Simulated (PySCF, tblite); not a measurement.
**CH11PSi3: geometry, infrared bands and NMR shifts**

Wanted: the infrared bands and NMR shifts of CH11PSi3 (`C[SiH2][Si@H]([SiH3])P`), by calculation.

The runs use tblite 0.8.0 and PySCF 2.14.0, with density-fitted response routines of our own; the level of theory stands in each step. All values are computed, except where a source is named. Atoms count from 0, in the outputs and in this text.

### 1 The molecule as given

16 atoms, charge 0, multiplicity 1; geometry from: force field or distance geometry start.

Bonds of the start (Å): C0–Si1 1.85, Si1–Si2 2.23, Si2–Si3 2.21, Si2–P4 2.20, C0–H5 1.13, C0–H6 1.09, C0–H7 1.12, Si1–H8 1.46, Si1–H9 1.49, Si2–H10 1.49, Si3–H11 1.49, Si3–H12 1.47, Si3–H13 1.48, P4–H14 1.46, P4–H15 1.46.

### 2 Geometry optimisation with GFN2-xTB

The job: settings as JSON, then the geometry in Å.

```
{"job": {"kind": "relax", "xc": "GFN2-xTB", "basis": "xTB"}, "charge": 0, "multiplicity": 1}
C     -2.363400    -0.907900    -0.273500
Si    -1.082500    -0.080900     0.778100
Si     0.673000     0.462900    -0.477500
Si     2.234100    -1.084600    -0.248200
P      1.331600     2.466300     0.133300
H     -3.026700    -0.095300    -0.692100
H     -1.933700    -1.487700    -1.096700
H     -2.959800    -1.572900     0.398900
H     -1.631900     1.121800     1.405400
H     -0.651500    -0.988300     1.885100
H      0.226500     0.437000    -1.894100
H      1.690000    -2.366200    -0.771700
H      3.445900    -0.750600    -1.001600
H      2.574100    -1.339200     1.172600
H      0.772600     2.777700     1.445900
H      0.694100     3.416900    -0.775200
```

Started as:

```console
$ OMP_NUM_THREADS=1 python probes_run.py task.json out
```

One launch serves the whole session: the jobs run in the order shown.

**Question.** This job is followed by: GFN2-xTB harmonic vibrations, gas phase; GIAO PBE0/pcSseg-1 NMR shielding, non-relativistic, gas phase. Predict these results of the whole session: strongest single infrared mode (GFN2-xTB); zero-point energy (GFN2-xTB); 13C shifts against TMS (PBE0/pcSseg-1); 1H shifts against TMS (PBE0/pcSseg-1, means over atoms taken as alike); 29Si shifts against TMS (PBE0/pcSseg-1); 31P shifts against H3PO4 (PBE0/pcSseg-1); surface potential, 1st and 99th percentile.

**Answer**, as computed:

```
                                                              quantity                                   value
                             strongest single infrared mode (GFN2-xTB)                    775 cm⁻¹, 587 km/mol
                                          zero-point energy (GFN2-xTB)                           64.4 kcal/mol
                                13C shifts against TMS (PBE0/pcSseg-1)                                -7.1 ppm
1H shifts against TMS (PBE0/pcSseg-1, means over atoms taken as alike)  4.17, 4.01, 3.87, 3.55, 0.97, 0.18 ppm
                               29Si shifts against TMS (PBE0/pcSseg-1)               -65.4, -105.2, -113.0 ppm
                              31P shifts against H3PO4 (PBE0/pcSseg-1)                              -299.8 ppm
                                 surface potential, 1st and 99th percentile                      -0.92 V and 1.04 V
```

Relaxing lowered the energy by 0.966 eV in 205 steps; the close pair that moved most is Si2–Si3, from 2.210 to 2.336 Å. All 42 modes are real, so the xTB geometry is a minimum. The strongest single mode, at 775 cm⁻¹, has its largest shares on H13, H12 and H11 (the list is cut at 3 atoms). Unscaled tight-binding wavenumbers are off by several per cent, some by more. Its intensities can rank the bands wrongly. At PBE0/pcSseg-1: Shielding is most anisotropic at P4 (span 162 ppm, paramagnetic term -349 ppm). By nearest atom (PBE0/pcSseg-1), the HOMO sits on P4 52 %; Si2 14 % and the LUMO on Si2 19 %; Si1, Si3 about 12 % each.
